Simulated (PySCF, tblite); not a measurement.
**C₇H₁₂BP: geometry, infrared bands and NMR shifts**

Aim: predict the infrared bands and NMR shifts of C₇H₁₂BP (`[BH3-][P@+]1(C=C)C=CC=C1C`).

The runs use tblite 0.8.0 and PySCF 2.14.0, with density-fitted response routines of our own; the level of theory stands in each step. All values are computed, except where a source is named. Atoms count from 0, in the outputs and in this text.

## 1. Starting geometry

21 atoms, charge 0, multiplicity 1; geometry from: force field or distance geometry start.

Bonds of the start (Å): B0–P1 1.90, P1–C2 1.77, C2–C3 1.34, P1–C4 1.78, C4–C5 1.33, C5–C6 1.48, C6–C7 1.33, C7–C8 1.49, C7–P1 1.78, B0–H9 1.20, B0–H10 1.19, B0–H11 1.18, C2–H12 1.09, C3–H13 1.07, C3–H14 1.09, C4–H15 1.08, C5–H16 1.08, C6–H17 1.08, C8–H18 1.12, C8–H19 1.11, C8–H20 1.10.

## 2. Geometry optimisation with GFN2-xTB

What the job is given:

```
{"job": {"kind": "relax", "xc": "GFN2-xTB", "basis": "xTB"}, "charge": 0, "multiplicity": 1}
B     -0.611500    -0.035700     2.123300
P     -0.516300    -0.321700     0.246700
C     -1.794100     0.472800    -0.688900
C     -1.994000     1.801100    -0.624600
C     -0.370700    -2.050000    -0.144600
C      0.790300    -2.317300    -0.732500
C      1.661500    -1.135400    -0.881000
C      1.117000    -0.020700    -0.398800
C      1.787200     1.305800    -0.409000
H     -1.704100    -0.352100     2.517100
H     -0.440900     1.119600     2.352500
H      0.206600    -0.686900     2.678200
H     -2.438900    -0.121600    -1.330800
H     -2.773600     2.262400    -1.202800
H     -1.378700     2.420100     0.029700
H     -1.136000    -2.787800     0.055400
H      1.078800    -3.305700    -1.052100
H      2.646700    -1.181300    -1.319600
H      1.133000     2.074400     0.074400
H      1.994400     1.619900    -1.449800
H      2.734300     1.257100     0.156600
```

Launch:

```
$ OMP_NUM_THREADS=1 python probes_run.py task.json out
```

One launch serves the whole session: the jobs run in the order shown.

**Question.** This job is followed by: GFN2-xTB harmonic vibrations, gas phase; GIAO PBE0/pcSseg-1 NMR shielding, non-relativistic, gas phase. What will the session give for the following? strongest single infrared mode (GFN2-xTB); zero-point energy (GFN2-xTB); 13C shifts against TMS (PBE0/pcSseg-1); 1H shifts against TMS (PBE0/pcSseg-1, means over atoms taken as alike); 11B shifts against BF3·OEt2 (PBE0/pcSseg-1); 31P shifts against H3PO4 (PBE0/pcSseg-1).

As calculated:

| quantity | value |
| --- | --- |
| strongest single infrared mode (GFN2-xTB) | 1068 cm⁻¹, 229 km/mol |
| zero-point energy (GFN2-xTB) | 102.5 kcal/mol |
| 13C shifts against TMS (PBE0/pcSseg-1) | 159.9, 150.7, 147.6, 143.3, 139.3, 134.8, 17.4 ppm |
| 1H shifts against TMS (PBE0/pcSseg-1, means over atoms taken as alike) | 7.16, 7.02, 6.84, 6.80, 6.48, 5.86, 2.26, 0.87 ppm |
| 11B shifts against BF3·OEt2 (PBE0/pcSseg-1) | -52.5 ppm |
| 31P shifts against H3PO4 (PBE0/pcSseg-1) | 25.4 ppm |

In words: Over 144 steps the energy fell by 0.360 eV; of the close pairs, P1–C2 changed most, 1.772 to 1.816 Å. All 57 modes are real, so the xTB geometry is a minimum. The strongest single mode, at 1068 cm⁻¹, moves mainly H10, H11 and H9. GFN2-xTB is a fitted tight-binding method: band positions and strengths are rough. Its intensities can rank the bands wrongly. At PBE0/pcSseg-1: The widest tensor belongs to C3: span 265 ppm, with a paramagnetic part of -216 ppm.
